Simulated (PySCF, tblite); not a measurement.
# C8H7P: geometry, infrared bands and NMR shifts

Wanted: the infrared bands and NMR shifts of C8H7P (`P#CCc1ccccc1`), by calculation.

Programs: tblite 0.8.0 and PySCF 2.14.0, with density-fitted response routines of our own. Each step states its level of theory. These are calculated values for one molecule in the gas phase, unless marked as measured. Atoms count from 0, in the outputs and in this text.

### Step 1. The starting structure

16 atoms, charge 0, multiplicity 1; geometry from: force field or distance geometry start.

Bonds of the start (Å): P0–C1 1.55, C1–C2 1.45, C2–C3 1.51, C3–C4 1.42, C4–C5 1.40, C5–C6 1.40, C6–C7 1.40, C7–C8 1.40, C8–C3 1.39, C2–H9 1.11, C2–H10 1.11, C4–H11 1.08, C5–H12 1.08, C6–H13 1.08, C7–H14 1.09, C8–H15 1.08.

### Step 2. Optimising the geometry with GFN2-xTB

The job: settings as JSON, then the geometry in Å.

```
{"job": {"kind": "relax", "xc": "GFN2-xTB", "basis": "xTB"}, "charge": 0, "multiplicity": 1}
P      3.110400     0.028200     2.516000
C      2.522400    -0.163300     1.089700
C      1.988700    -0.359900    -0.243500
C      0.494300    -0.116200    -0.241100
C     -0.387600    -1.185700     0.046500
C     -1.771100    -0.960000     0.079300
C     -2.273400     0.327400    -0.140200
C     -1.396900     1.391200    -0.390100
C     -0.017800     1.163200    -0.437000
H      2.204000    -1.388800    -0.585900
H      2.474300     0.349600    -0.945000
H     -0.009000    -2.184900     0.220200
H     -2.446400    -1.778500     0.297700
H     -3.337900     0.495800    -0.104400
H     -1.800600     2.389900    -0.555200
H      0.639000     2.000900    -0.618200
```

Started as:

```bash
> OMP_NUM_THREADS=1 python probes_run.py task.json out
```

The driver reads the jobs from task.json and runs them one after another.

**Question.** This job is followed by: GFN2-xTB harmonic vibrations, gas phase; GIAO PBE0/pcSseg-1 NMR shielding, non-relativistic, gas phase. What will the session give for the following? strongest single infrared mode (GFN2-xTB); zero-point energy (GFN2-xTB); 13C shifts against TMS (PBE0/pcSseg-1, means over atoms taken as alike); 1H shifts against TMS (PBE0/pcSseg-1, means over atoms taken as alike); 31P shifts against H3PO4 (PBE0/pcSseg-1).

**Answer**, as computed:

| quantity | value |
| --- | --- |
| strongest single infrared mode (GFN2-xTB) | 3084 cm⁻¹, 100 km/mol |
| zero-point energy (GFN2-xTB) | 75.9 kcal/mol |
| 13C shifts against TMS (PBE0/pcSseg-1, means over atoms taken as alike) | 183.9, 144.2, 134.9, 134.6, 132.6, 40.4 ppm |
| 1H shifts against TMS (PBE0/pcSseg-1, means over atoms taken as alike) | 7.69, 7.61, 7.58, 3.81 ppm |
| 31P shifts against H3PO4 (PBE0/pcSseg-1) | -3.9 ppm |

**Reading.** Relaxing lowered the energy by 0.063 eV in 44 steps; the close pair that moved most is C3–C4, from 1.416 to 1.388 Å. All 42 modes are real, so the xTB geometry is a minimum. The strongest single mode, at 3084 cm⁻¹, moves mainly H12 and H14. Unscaled tight-binding wavenumbers are off by several per cent, some by more. Its intensities can rank the bands wrongly. At PBE0/pcSseg-1: The widest tensor belongs to P0: span 728 ppm, with a paramagnetic part of -648 ppm. NICS(1)zz of -29 ppm above the planar ring from C3 marks a diatropic (aromatic) ring current.
